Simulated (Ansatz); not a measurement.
This script makes the interaction energy of a dimer with the counterpoise correction of BrFSi, SMILES F[Si]Br with the Python package of Ansatz (0.2.0).

Script `brfsi_dimer.py`:
```python
"""Interaction energy of two BrFSi molecules, with the counterpoise correction."""

import ansatz as az

SETTINGS = {
    "basis": "def2-SVP",
    "level": "mp2",
}

FIRST = [
    ("F", (0.3314, 1.3902, 0.3238)),
    ("Si", (-0.6433, 0.2813, -0.3186)),
    ("Br", (0.312, -1.6715, -0.0053)),
]
SECOND = [
    ("F", (0.5087, -2.9655, -3.8872)),
    ("Si", (1.085, -1.7025, -3.0716)),
    ("Br", (0.2253, 0.0992, -3.9874)),
]

def energy(atoms, ghosts=()):
    molecule = az.Crystal.molecule()
    for symbol, xyz in atoms:
        molecule = molecule.atom(symbol, xyz)
    calc = (
        molecule.calculation()
        .basis(gaussian=SETTINGS["basis"])
        .correlation(SETTINGS["level"])
    )
    deck = calc.input()
    if ghosts:
        deck = deck.set(az.key.basis.gaussian.ghost_atoms, [{"symbol": s, "position_ang": list(xyz)} for s, xyz in ghosts])
    return az.Session.from_dict(deck).plan().execute().report["free_energy_ev"]

# monomers in their own basis and in the basis of the dimer
both = energy(FIRST + SECOND)
alone = energy(FIRST) + energy(SECOND)
ghosted = energy(FIRST, SECOND) + energy(SECOND, FIRST)
print(f"dimer {both:.6f} eV")
print(f"interaction, uncorrected   {23.060548 * (both - alone):8.3f} kcal/mol")
print(f"interaction, counterpoise  {23.060548 * (both - ghosted):8.3f} kcal/mol")
print(f"basis-set superposition    {23.060548 * (alone - ghosted):8.3f} kcal/mol")
```

How large is the interaction at this pose, and how much of it is basis-set superposition?

Uncorrected it is 2.802 kcal/mol, with the counterpoise correction 5.969 kcal/mol; the difference, 3.17 kcal/mol, is the superposition error. In this basis both values are repulsive.

What the script printed:

```console
$ python brfsi_dimer.py
dimer -161138.020920 eV
interaction, uncorrected      2.802 kcal/mol
interaction, counterpoise     5.969 kcal/mol
basis-set superposition       3.167 kcal/mol
```

What to keep in mind:
- Total energies depend on the basis set; only differences at equal settings carry meaning.
- The dimer is a generated trial pose of unrelaxed monomers, not a minimum, so the figure is no binding energy, and the basis set is small.
- Hardware and time: 10 s on 1 thread of Intel(R) Xeon(R) 6975P-C (Granite Rapids) (shared host), peak memory 0.49 GiB.

(Lines on the test bed's own set-up are left out of the output.)
